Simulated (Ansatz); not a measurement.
# CH₇FOSi₂: a ladder of functionals and wavefunction methods

The task here is to estimate one member of a computed series from the others.

The runs use Ansatz 0.2.0, Gaussian basis; functionals in def2-TZVPP, the program's frozen cores in correlated methods.

The runs, in order: LDA (SPW92), PBE-D4, revPBE-D4, BLYP-D4, r2SCAN-D4, B97M-V, PBE0-D4, B3LYP-D4, r2SCANh-D4, r2SCAN0-D4, HSE06-D4, BHLYP-D4, CAM-B3LYP-D4, LC-ωPBE, ωB97X-V, ωB97M-V, B2PLYP, PBE-QIDH; CCSD(T)/def2-SVP; CCSD(T)/def2-TZVPP; MP2/def2-QZVPP; extrapolation to the limit; RPA on PBE.

### The relaxed structure

All runs share one geometry, relaxed beforehand with PBE0-D4 in a triple-zeta def2 set.

SMILES `C[Si](O)(F)[SiH3]`, 12 atoms, charge 0, spin multiplicity 1.

Atoms are counted from 1 here; the program's logs count them from 0.

Bond lengths: C1–Si2 1.857 Å, C1–H6 1.093 Å, C1–H7 1.094 Å, C1–H8 1.093 Å, Si2–O3 1.640 Å, Si2–F4 1.608 Å, Si2–Si5 2.342 Å, O3–H9 0.959 Å, Si5–H10 1.489 Å, Si5–H11 1.488 Å, Si5–H12 1.486 Å. Angles: Si2–C1–H6 110.8°, Si2–C1–H7 110.8°, Si2–C1–H8 110.9°, H6–C1–H7 107.7°, H6–C1–H8 108.3°, H7–C1–H8 108.3°, C1–Si2–O3 112.1°, C1–Si2–F4 106.2°, C1–Si2–Si5 115.1°, O3–Si2–F4 109.1°, O3–Si2–Si5 105.8°, F4–Si2–Si5 108.5°, Si2–O3–H9 118.9°, Si2–Si5–H10 109.8°, Si2–Si5–H11 109.9°, Si2–Si5–H12 110.9°, H10–Si5–H11 108.3°, H10–Si5–H12 108.9° and more.

The first run:

Contents of in.yaml:

```yaml
crystal:
  periodic: [false, false, false]
  atoms:
    - {symbol: C, position_ang: [-1.714329, 0.185037, -0.068165]}
    - {symbol: Si, position_ang: [0.054841, 0.411082, 0.448994]}
    - {symbol: O, position_ang: [0.351282, -0.224478, 1.931237]}
    - {symbol: F, position_ang: [0.308166, 1.998252, 0.497933]}
    - {symbol: Si, position_ang: [1.638723, -0.549590, -0.984097]}
    - {symbol: H, position_ang: [-1.890054, 0.628703, -1.051184]}
    - {symbol: H, position_ang: [-2.391478, 0.669297, 0.642027]}
    - {symbol: H, position_ang: [-1.972078, -0.875434, -0.119659]}
    - {symbol: H, position_ang: [-0.240867, -0.009543, 2.654207]}
    - {symbol: H, position_ang: [1.496548, 0.025546, -2.349730]}
    - {symbol: H, position_ang: [1.416948, -2.018597, -1.071641]}
    - {symbol: H, position_ang: [3.019398, -0.295478, -0.495924]}
basis:
  gaussian: {orbitals: def2-TZVPP}
hamiltonian: {xc: lda}
output: {orbitals: {seedname: orbitals}}
```

The run is started by

```sh
$ ansatz run in.yaml --threads 4 --pin off --events-out ev --progress --plain --max-ram 10444MiB
```

Steps of the session up to this table: LDA; PBE-D4 (GGA); revPBE-D4 (GGA); BLYP-D4 (GGA); r2SCAN-D4 (meta-GGA); B97M-V (meta-GGA); PBE0-D4 (hybrid); B3LYP-D4 (hybrid); r2SCANh-D4 (hybrid); r2SCAN0-D4 (hybrid); HSE06-D4 (hybrid); BHLYP-D4 (hybrid); CAM-B3LYP-D4 (range-separated); LC-ωPBE (range-separated); ωB97X-V (range-separated); ωB97M-V (range-separated); B2PLYP (double hybrid); PBE-QIDH (double hybrid).

One table of the session follows, with a row left open; its other results are not shown here.

It belongs to the step «Orbital energies across the functionals». 

| functional | HOMO (eV) | gap (eV) |
| --- | --- | --- |
| LDA (SPW92) | -6.90 | 6.05 |
| PBE-D4 | -6.80 | 6.13 |
| revPBE-D4 | -6.76 | 6.17 |
| BLYP-D4 | -6.69 | 6.12 |
| r2SCAN-D4 | -7.08 | 6.73 |
| B97M-V | -7.18 | 6.59 |
| PBE0-D4 | -8.03 | 8.22 |
| B3LYP-D4 | -7.84 | 7.80 |
| r2SCANh-D4 | -7.53 | 7.48 |
| r2SCAN0-D4 | -8.20 | 8.59 |
| HSE06-D4 | -7.63 | 7.45 |
| BHLYP-D4 | -9.17 | 10.23 |
| CAM-B3LYP-D4 | ? | ? |
| LC-ωPBE | -10.64 | 13.04 |
| ωB97X-V | -10.32 | 12.56 |
| ωB97M-V | -10.10 | 11.98 |

Estimate the missing values for CAM-B3LYP-D4.

As computed: HOMO (eV): -9.35; gap (eV): 10.54. In the column «HOMO (eV)» it lies between ωB97M-V (-10.10) and BHLYP-D4 (-9.17).
